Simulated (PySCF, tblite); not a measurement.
# C₄H₁₁BO₂Si: geometry, infrared bands and NMR shifts

Aim: predict the infrared bands and NMR shifts of C₄H₁₁BO₂Si (`C=C(CB(O)O)[SiH2]C`).

Computed with tblite 0.8.0 and PySCF 2.14.0, with density-fitted response routines of our own, on a single molecule in the gas phase. Atoms count from 0, in the outputs and in this text.

## Step 1: The starting structure

19 atoms, charge 0, multiplicity 1; geometry from: force field or distance geometry start.

Bonds of the start (Å): C0–C1 1.34, C1–C2 1.46, C2–B3 1.61, B3–O4 1.45, B3–O5 1.48, C1–Si6 1.84, Si6–C7 1.85, C0–H8 1.08, C0–H9 1.10, C2–H10 1.13, C2–H11 1.09, O4–H12 0.99, O5–H13 0.99, Si6–H14 1.48, Si6–H15 1.46, C7–H16 1.09, C7–H17 1.12, C7–H18 1.11.

## Step 2: Geometry optimisation with GFN2-xTB

Job settings and geometry (Å):

```
{"job": {"kind": "relax", "xc": "GFN2-xTB", "basis": "xTB"}, "charge": 0, "multiplicity": 1}
C     -0.248000    -1.542000     1.001100
C      0.224700    -0.534500     0.259900
C     -0.734400     0.371100    -0.369800
B     -2.237000    -0.078200    -0.020900
O     -3.200100    -0.069700    -1.110200
O     -2.701400     0.408300     1.300600
Si     2.022000    -0.240600     0.018900
C      2.441100     1.462100    -0.580000
H      0.372800    -2.267000     1.515700
H     -1.338000    -1.633900     1.094300
H     -0.635400     0.174000    -1.474200
H     -0.653400     1.425000    -0.100700
H     -3.245000    -0.926700    -1.600600
H     -3.192600    -0.293000     1.793700
H      2.794700    -0.425900     1.272700
H      2.523800    -1.256400    -0.907200
H      1.742500     1.886900    -1.302300
H      2.622400     2.160300     0.273900
H      3.431600     1.389300    -1.072400
```

Run with:

```
> OMP_NUM_THREADS=1 python probes_run.py task.json out
```

One launch serves the whole session: the jobs run in the order shown.

**Question.** This job is followed by: GFN2-xTB harmonic vibrations, gas phase; GIAO PBE0/pcSseg-1 NMR shielding, non-relativistic, gas phase. What will the session give for the following? strongest single infrared mode (GFN2-xTB); zero-point energy (GFN2-xTB); 13C shifts against TMS (PBE0/pcSseg-1); 1H shifts against TMS (PBE0/pcSseg-1, means over atoms taken as alike); 11B shifts against BF3·OEt2 (PBE0/pcSseg-1); 17O shifts against H2O (PBE0/pcSseg-1, means over atoms taken as alike); 29Si shifts against TMS (PBE0/pcSseg-1); surface potential, 1st and 99th percentile.

The runs gave:

```
                                                               quantity                                   value
                              strongest single infrared mode (GFN2-xTB)                   2194 cm⁻¹, 484 km/mol
                                           zero-point energy (GFN2-xTB)                           90.7 kcal/mol
                                 13C shifts against TMS (PBE0/pcSseg-1)            162.2, 130.0, 29.9, -6.4 ppm
 1H shifts against TMS (PBE0/pcSseg-1, means over atoms taken as alike)  5.77, 5.69, 4.60, 4.32, 2.02, 0.28 ppm
                            11B shifts against BF3·OEt2 (PBE0/pcSseg-1)                                27.6 ppm
17O shifts against H2O (PBE0/pcSseg-1, means over atoms taken as alike)                               124.3 ppm
                                29Si shifts against TMS (PBE0/pcSseg-1)                               -41.0 ppm
                                  surface potential, 1st and 99th percentile                      -1.29 V and 1.96 V
```

In words: Relaxing lowered the energy by 1.955 eV in 297 steps; the close pair that moved most is B3–O5, from 1.483 to 1.347 Å. All 51 modes are real, so the xTB geometry is a minimum. The strongest single mode, at 2194 cm⁻¹, moves mainly H15 and H14. GFN2-xTB is a fitted tight-binding method: band positions and strengths are rough. Its intensities can rank the bands wrongly. The most deshielded carbon is C1 (fully substituted alkene carbon), at 162.2 ppm: the olefinic region. At PBE0/pcSseg-1: The largest span, 271 ppm, is at C1, where the paramagnetic term is -241 ppm. By nearest atom (PBE0/pcSseg-1), the HOMO sits on C0 35 %; C1 26 % and the LUMO on C1 30 %; C0 23 %.
